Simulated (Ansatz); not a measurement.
# Ni (fcc type): the cost of one run

Program: Ansatz 0.2.0. Level of theory: DFT, PBE, all-electron LAPW, scalar-relativistic. These are calculated values, not measurements.

**1. The starting structure**

It takes space group Fm-3m (No. 225, cubic). The conventional cell has a = 3.519 Å, b = 3.519 Å, c = 3.519 Å, α = 90.00°, β = 90.00°, γ = 90.00°. Ni (site symmetry m-3m) has 12 Ni at 2.49 Å as nearest neighbours.

Coordinates:

```cif
data_structure
_symmetry_space_group_name_H-M 'P 1'
_symmetry_Int_Tables_number 1
_cell_length_a 2.4880
_cell_length_b 3.5186
_cell_length_c 2.4880
_cell_angle_alpha 90.000
_cell_angle_beta 90.000
_cell_angle_gamma 90.000
_cell_volume 21.78
loop_
_atom_site_label
_atom_site_type_symbol
_atom_site_fract_x
_atom_site_fract_y
_atom_site_fract_z
_atom_site_occupancy
Ni1 Ni 0.00000 0.00000 0.00000 1
Ni2 Ni 0.50000 0.50000 0.50000 1
```

Atoms are numbered in the order of the input: Ni1, Ni2.

**2. Bulk in the slab's orientation, LAPW**

Input file input.yaml:

```yaml
crystal:
  lattice:
    - [-1.7593077733, 1.7593077733, 0.0]
    - [0.0, 0.0, 3.5186155466]
    - [1.7593077733, 1.7593077733, 0.0]
  atoms:
    - { symbol: Ni, position: [0.0, 0.0, 0.0], spin: 1.0 }
    - { symbol: Ni, position: [0.5, 0.5, 0.5], spin: 1.0 }
magnetization:
  spin_polarized: true
kpoints:
  mp_grid: { grid: [15, 10, 15] }
scf:
  occupations: { method: fermi_dirac, width: 0.05 }
hamiltonian:
  xc: pbe
  pseudopotentials: { kind: all_electron, lapw: { basis_error: 0.001 } }
output:
  forces: true
  stress: true
  eigenvalues: true
```

Command:

```bash
ansatz run input.yaml --threads 3 --pin off --max-ram 9216MiB --backend cpu --events-out ev --progress --plain --runs-dir out
```

**Question.** How long does this run take on 3 threads of Arm Neoverse V1, shared host, and how much memory does it need?

About 46 s, with a peak of 0.96 GiB.
